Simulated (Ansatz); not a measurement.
# LaF5: the cost of one run

Method: DFT PBE, scalar-relativistic, plane waves, PAW, in Ansatz 0.2.0.

### Step 1. The system as given

It takes space group P-6m2 (No. 187, hexagonal). The conventional cell has a = 4.350 Å, b = 4.350 Å, c = 5.974 Å, α = 90.00°, β = 90.00°, γ = 120.00°. La (site symmetry -6m2) is surrounded by 6 F at 2.19 Å. F (site symmetry mm2) is surrounded by 2 F at 1.69 Å and 2 La at 2.19 Å. F (site symmetry -6m2) is surrounded by 3 F at 2.51 Å.

Coordinates:

```
La F
1.0
     4.34998    0.00000    0.00000
    -2.17499    3.76719    0.00000
     0.00000    0.00000    5.97406
La F
1 5
Cartesian
  0.0000 2.5115 2.9870
  3.5050 0.4878 2.9870
  2.1750 2.7915 2.9870
  0.8449 0.4878 2.9870
  0.0000 2.5115 0.0000
  2.1750 1.2557 0.0000
```

Recipe of the guess: random cell by space group and Wyckoff sites (P-6m2, No. 187). The dimensions are guesses.

### Step 2. Probe: one point on a coarse mesh

Contents of input.yaml:

```yaml
crystal:
  lattice:
    - [4.34997614, 0.0, 0.0]
    - [-2.17498807, 3.76718984, 0.0]
    - [0.0, 0.0, 5.97406417]
  atoms:
    - { symbol: La, position: [0.33333333, 0.66666667, 0.5] }
    - { symbol: F, position: [0.87050658, 0.12949342, 0.5] }
    - { symbol: F, position: [0.87050658, 0.74101316, 0.5] }
    - { symbol: F, position: [0.25898684, 0.12949342, 0.5] }
    - { symbol: F, position: [0.33333333, 0.66666667, 0.0] }
    - { symbol: F, position: [0.66666667, 0.33333333, 0.0] }
basis:
  ecutwfc: 420
kpoints:
  mp_grid: { grid: [6, 6, 4] }
hamiltonian:
  xc: pbe
scf:
  occupations: { method: gaussian, width: 0.1 }
  lower_state_search: "off"
output:
  forces: true
  stress: true
  eigenvalues: true
```

Command:

```
$ ansatz run input.yaml --threads 1 --pin off --max-ram 2560MiB --backend cpu --events-out ev --progress --plain --runs-dir out
```

Q: Estimate wall time and peak memory on 1 thread of Intel Xeon at 2.50GHz (Skylake/Cascade Lake), shared host.

About 13 s, with a peak of 0.37 GiB.
